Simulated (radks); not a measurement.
# Excited configurations of Pm

One table from this session's results is given with a row withheld; the runs are named, their logs left out.

The numbers are computed with radks (a radial shooting solver on a logarithmic mesh, Libxc functionals) version 1 (Dirac Kohn-Sham, PBE, spin-unpolarised, spherical densities, point nucleus; open shells fill j = l - 1/2 first), except any that are marked as measured or tabulated.

**The system**

```
element       : promethium (Z = 61)
charge        : 0
electrons     : 61
configuration : [Xe] 4f5 6s2
```

Set-up of the first run:

Input:

```text
Z 61
configuration [Xe] 4f5 6s2
relativity Dirac
functional pbe,pbe
spin unpolarised
j_filling energy
nucleus point
c 137.035999084
```

Steps of the session up to this table: Ground configuration: [Xe] 4f5 6s2.

One table of the session follows, with a row left open; its other results are not shown here.

It belongs to the step «Ground configuration: [Xe] 4f5 6s2». From the orbitals of this run (lengths in bohr):

| level | <r> | outermost maximum (interpolated) | 90 % within | nodes |
| --- | --- | --- | --- | --- |
| 4d3/2 | 0.6827 | 0.598 | 1.03 | 1 |
| 4d5/2 | ? | ? | ? | ? |
| 5s1/2 | 1.442 | 1.29 | 2.08 | 4 |
| 5p1/2 | 1.631 | 1.42 | 2.39 | 3 |
| 5p3/2 | 1.726 | 1.49 | 2.54 | 3 |
| 6s1/2 | 4.382 | 3.74 | 6.47 | 5 |
| 4f5/2 | 1.064 | 0.635 | 1.89 | 0 |
| 4f7/2 | 1.089 | 0.640 | 1.94 | 0 |

**Question.** Estimate the row for 4d5/2.

**Answer.** <r>: 0.6929; outermost maximum (interpolated): 0.606; 90 % within: 1.04; nodes: 1. In the column «<r>» it lies between 4d3/2 (0.6827) and 4f5/2 (1.064).

To keep in mind: Spin polarisation and multiplet splitting are left out, so open shells lie too high by an amount that depends on their filling.
